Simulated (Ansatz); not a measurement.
**AlGaHF+ (doublet): the correlation ladder, cc-pVDZ**

One table from this session's results is given with a row withheld; the runs are named, their logs left out.

Method: cc-pVDZ, core rule «outside noble gas», up to 20 orbitals frozen; program: Ansatz 0.2.0, Gaussian basis.

To be run: UHF; CCSD(T) on ROHF; CCSD(T) on UHF; BCCD(T) on ROHF; CISD; CCSDT(Q) on ROHF; CCSDT(Q) on UHF; CASSCF and MRCISD+Q, 9 electrons in 9 orbitals; CASSCF and NEVPT2, 9 electrons in 9 orbitals.

22 further runs of the same task are left out: 2 for a known fault of the program, 6 that didn't finish, 14 set aside as unsound or not needed.

## The system

The geometry is a PBE0/def2-TZVP stationary point (not a proven minimum) of the parent state, kept for this charge and spin. No spin-orbit coupling is included. The filled d shell of Ga may be among the frozen orbitals whatever the setting's name suggests; the logs give the count.

4 atoms, charge 1, spin multiplicity 2.

Atoms are counted from 1 here; the program's logs count them from 0.

Bond lengths: F1–Al2 1.661 Å, Al2–Ga3 2.657 Å, Al2–H4 1.951 Å, Ga3–H4 1.849 Å. Angles: F1–Al2–Ga3 150.2°, F1–Al2–H4 106.1°, Ga3–Al2–H4 44.1°, Al2–Ga3–H4 47.2°, Al2–H4–Ga3 88.7°.

Set-up of the first run:

in.yaml reads:

```yaml
crystal:
  periodic: [false, false, false]
  atoms:
    - {symbol: F, position_ang: [0.000000, 0.278033, 2.873384]}
    - {symbol: Al, position_ang: [0.000000, -0.336799, 1.330867]}
    - {symbol: Ga, position_ang: [0.000000, 0.037169, -1.299911]}
    - {symbol: H, position_ang: [0.000000, 1.204076, 0.134100]}
basis:
  gaussian: {orbitals: cc-pVDZ}
total_charge: 1
magnetization: {spin_polarized: true, initial_magnetization: 1}
hamiltonian: {xc: hf}
output: {orbitals: {seedname: orbitals}}
```

Run with:

```sh
$ ansatz run in.yaml --threads 1 --pin off --events-out ev --progress --plain --max-ram 2393MiB
```

Among the steps run: UHF; CCSD(T) on ROHF; CCSD(T) on UHF; BCCD(T) on ROHF; CISD; CCSDT(Q) on ROHF; CCSDT(Q) on UHF; CASSCF and MRCISD+Q, 9 electrons in 9 orbitals; CASSCF and NEVPT2, 9 electrons in 9 orbitals.

One of the session's tables, all rows but one given; the rest of the session is left out.

| method | from UCCSDT(Q) (kcal/mol) |
| --- | --- |
| ROHF | +193.84 |
| UHF | +192.29 |
| RMP2 | +20.21 |
| UMP2 | +20.12 |
| RCCSD | +5.09 |
| UCCSD | +5.04 |
| RCCSD(T) | +1.07 |
| UCCSD(T) | +1.06 |
| BCCD(T) | +0.94 |
| RCCSDT | ? |
| UCCSDT | +0.42 |
| RCCSDT(Q) | +0.11 |
| UCCSDT(Q) | 0 |
| CASSCF frontier | +107.74 |
| MRCISD frontier | +9.62 |
| MRCISD+Q frontier | +1.07 |

Q: Estimate the row for RCCSDT from the others.

The run gave: from UCCSDT(Q) (kcal/mol): +0.43. In the column «from UCCSDT(Q) (kcal/mol)» it lies between UCCSDT (+0.42) and BCCD(T) (+0.94).

Not comparable, so not listed: CISD; CASSCF and NEVPT2, 9 electrons in 9 orbitals (they don't share determinant, frozen orbitals or solution with the rows shown, or repeat one).

Caveats from the session: Restricted and unrestricted rows rest on different reference determinants; where their highest levels disagree by more than a few hundredths of an eV, they describe different states and don't form one ladder. Warnings in the runs' records: passed over end.
